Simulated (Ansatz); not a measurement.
# CH2SiTe (SMILES C#[Si][TeH]): a relaxed scan of the bond length C1–Si2

The task here is to estimate one member of a computed series from the others.

Computed with Ansatz 0.2.0, Gaussian basis. Level: single points in def2-TZVPP.

Levels: PBE-D4, r2SCAN-D4, PBE0-D4, B3LYP-D4, wB97M-V, Hartree-Fock, MP2, CCSD, CCSD(T). The scan takes 1.418, 1.467, 1.538, 1.621, 1.713, 1.812 Å.

Cores are frozen in the correlated methods. Filled d shells of the heavier atoms are correlated. Core potentials replace the inner electrons past krypton, and spin-orbit coupling is left out. B3LYP uses VWN-RPA correlation.

55 further runs of the same task are left out: 55 set aside as unsound or not needed.

## The starting structure

The minimum, relaxed at PBE0-D4: SMILES `C#[Si][TeH]`, 5 atoms, charge 0, spin multiplicity 1.

Atoms are counted from 1 here; the program's logs count them from 0.

Bond lengths: C1–Si2 1.649 Å, C1–H4 1.079 Å, Si2–Te3 2.463 Å, Te3–H5 1.660 Å. Angles: Si2–C1–H4 157.1°, C1–Si2–Te3 114.0°, Si2–Te3–H5 91.6°.

Geometry (Å):

```xyz
5
charge 0, multiplicity 1
C    -1.6022   -0.3880   -0.0682
Si   -0.0814   -0.1898   -0.6748
Te    1.5613    0.6091    0.9780
H    -2.6523   -0.6340   -0.0808
H     2.7747    0.6028   -0.1542
```

Energies of the minimum (eV), from earlier single points: PBE-D4 -16232.50290, r2SCAN-D4 -16239.33882, PBE0-D4 -16233.48796, B3LYP-D4 -16241.07743, wB97M-V -16235.88771, CCSD(T) -16207.63208.

At the minimum the bond length C1–Si2 is 1.649 Å.

The first run:

relax/in.yaml reads:

```yaml
crystal:
  periodic: [false, false, false]
  atoms:
    - {symbol: C, position_ang: [-1.602228, -0.387961, -0.068215]}
    - {symbol: Si, position_ang: [-0.294671, -0.217624, -0.589754]}
    - {symbol: Te, position_ang: [1.348010, 0.581302, 1.063058]}
    - {symbol: H, position_ang: [-2.652283, -0.634040, -0.080756]}
    - {symbol: H, position_ang: [2.561441, 0.574995, -0.069166]}
basis:
  gaussian: {orbitals: def2-TZVP}
hamiltonian: {xc: pbe0, dispersion: d4}
relax: {f_tol: 0.005, max_steps: 200, constraints: [{distance: [0, 1]}]}
```

No record of the launch command was kept for these runs.

Among the steps run: C1–Si2 = 1.418 Å; C1–Si2 = 1.467 Å; C1–Si2 = 1.538 Å; C1–Si2 = 1.621 Å; C1–Si2 = 1.713 Å; C1–Si2 = 1.812 Å.

One table of the session follows, with a row left open; its other results are not shown here.

Energies less that of the minimum at the same level (meV):

| bond length (Å) | PBE-D4 | PBE0-D4 | B3LYP-D4 | wB97M-V | Hartree-Fock |
| --- | --- | --- | --- | --- | --- |
| 1.418 | 1524 | 1361 | 1426 | 1293 | 1335 |
| 1.467 | ? | ? | ? | ? | ? |
| 1.538 | 315 | 257 | 284 | 245 | 330 |
| 1.621 | 26 | 14 | 21 | 14 | 42 |
| 1.649 (minimum) | 0 | 0 | 0 | 0 | 0 |
| 1.713 | 41 | 64 | 50 | 58 | -12 |
| 1.812 | 306 | 353 | 320 | 323 | 151 |

Q: Estimate the row for bond length (Å) = 1.467 from the others.

Worked estimate for «PBE-D4». A straight line through the neighbours (1.418, 1524) and (1.538, 315) gives 1524 + (315 − 1524) × (1.467 − 1.418) / (1.538 − 1.418) = 1030; a parabola fitted to 3 rows on both sides gives 917.

As computed: PBE-D4: 891; PBE0-D4: 778; B3LYP-D4: 827; wB97M-V: 739; Hartree-Fock: 822. In «PBE-D4» the line misses by +139 and the parabola by +26.

Limits of these values: PBE-D4 follows the CCSD(T) curve best and MP2 worst. 3 further points are left out, because the reference changes its state there. The T1 diagnostic is large here, over the usual mark for main-group molecules (transition-metal compounds often pass it harmlessly), so CCSD(T) itself may be off.
